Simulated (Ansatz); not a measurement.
Y3F:

```
Y F
1.0
     6.26665    0.00000    0.00000
    -3.13333    5.42708    0.00000
     0.00000    0.00000    3.36199
Y F
3 1
Direct
  0.50000 0.00000 0.00000
  0.00000 0.50000 0.00000
  0.50000 0.50000 0.00000
  0.00000 0.00000 0.00000
```

The cell was built by a generator and needn't be a form met in nature.

Base run:

| Property | Result |
| --- | --- |
| Program | Ansatz 0.2.0 |
| Functional | r2SCAN |
| Potentials or basis | Ansatz PAW |
| Cutoff | 500 eV (not typed: the program's choice for these potentials) |
| k mesh | 4 × 4 × 6 |
| Occupations | fermi-dirac, width 0.05 eV |
| Spin | no spin polarisation |

Its results: band gap on the k mesh none (metal or under the smearing width); pressure -0.5 GPa.

Q: The run is repeated on the same cell with these changes: functional from r2SCAN to BLYP; cutoff from 500 eV (not typed: the program's choice for these potentials) to 420 eV (not typed: the program's choice for these potentials). What comes out?

A: Band gap on the k mesh none (metal or under the smearing width); pressure 1.3 GPa.

Caveats: the PAW data sets come from PBE, with cores solved anew for the run's functional, which leaves a small shift of forces and pressure.
